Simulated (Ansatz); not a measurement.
Predict the output of the script below (the Python package of Ansatz (0.2.0)).

Input file `tizn.vasp`:
```text
TiZn
1.0
   3.12374757    0.00000000    0.00000000
   0.00000000    3.12374757    0.00000000
   0.00000000    0.00000000    3.12374757
Ti Zn
1 1
Direct
   0.50000000    0.50000000    0.50000000
   0.00000000    0.00000000    0.00000000
```

Script `tizn_pipeline.py`:
```python
from dataclasses import dataclass
import warnings

import ansatz
from ase.io import read
import numpy as np


@dataclass
class Options:
    functional: str = "lda"
    occupations: str = "gaussian"
    smearing_width: float = 0.02
    scf_tol: float = 1e-05


opts = Options()


def count_gap(report):
    # lowest empty less highest filled band, counting bands; zero where they overlap
    return max(report.get("gap_by_band_count_ev") or 0.0, 0.0)


def setup_for(crystal, spacing):
    return (
        crystal.calculation()
        .functional(opts.functional)
        .occupations(opts.occupations, width=opts.smearing_width)
        .scf(tolerance=opts.scf_tol)
        .kpoints(spacing=spacing)
    )


def main() -> None:
    warnings.simplefilter("ignore", ansatz.DeckWarning)

    atoms = read("tizn.vasp", format="vasp")
    cell = ansatz.Crystal.from_ase(atoms)

    relaxed = setup_for(cell, 0.34).relax(cell=True, force_tolerance=0.02, max_steps=40).checkpoint(write="relax.run").run(threads=1, pin="off")
    cell = np.asarray(relaxed.lattice.cell_ang)
    print("relaxed edges (A):", np.linalg.norm(cell, axis=1).round(4), " volume:", round(abs(np.linalg.det(cell)), 3), "A^3")
    for site in relaxed.lattice.sites:
        print(" ", site.symbol, np.round(site.position_frac, 4) + 0.0)

    final = ansatz.Crystal.from_checkpoint("relax.run")
    result = setup_for(final, 0.26).stress().band_table().density_of_states(energy_step=0.05).run(threads=1, pin="off")
    data = result.report
    dos = result.density_of_states()
    print(f"pressure at the relaxed cell {np.trace(data['stress_gpa']) / 3:.3f} GPa, gap by band count {count_gap(data):.3f} eV")
    if count_gap(data) == 0:
        print("states/eV at the Fermi level:", round(float(np.interp(dos.fermi_ev, dos.energies_ev, dos.spin_summed_g_bin_mean_per_ev)), 3))


if __name__ == "__main__":
    main()
```

Running `python tizn_pipeline.py` prints:
```text
relaxed edges (A): [3.0635 3.0635 3.0635]  volume: 28.752 A^3
  Ti [0.5 0.5 0.5]
  Zn [0. 0. 0.]
pressure at the relaxed cell -0.081 GPa, gap by band count 0.000 eV
states/eV at the Fermi level: 0.09
```

Notes:
- These settings explore the input space; cutoff and mesh may be short of convergence.
- Only differences from the Fermi energy are physical; the zero of the scale is a convention.
- The program warned that this SCF threshold is loose for forces or stresses.
- A gap by band count of zero or less means overlapping bands, a metal.
- The structure comes from a database of computed cells and needn't be a stable or known phase.
- Gaps and levels are Kohn-Sham values on a finite set of k-points.
- Where the second run takes another functional or mesh than the relaxation, its pressure isn't zero; pressure is positive in compression.
- The computed bands are complete only to about 3.0 eV above the Fermi level; beyond that the density of states is undercounted.
- The script silences the warnings on its input, which a real study should read.
- Wall time of the script: 6.2 s on 1 thread of Arm Neoverse V1 (shared host), peak memory 0.43 GiB.

(Lines on the test bed's own set-up are left out of the output.)
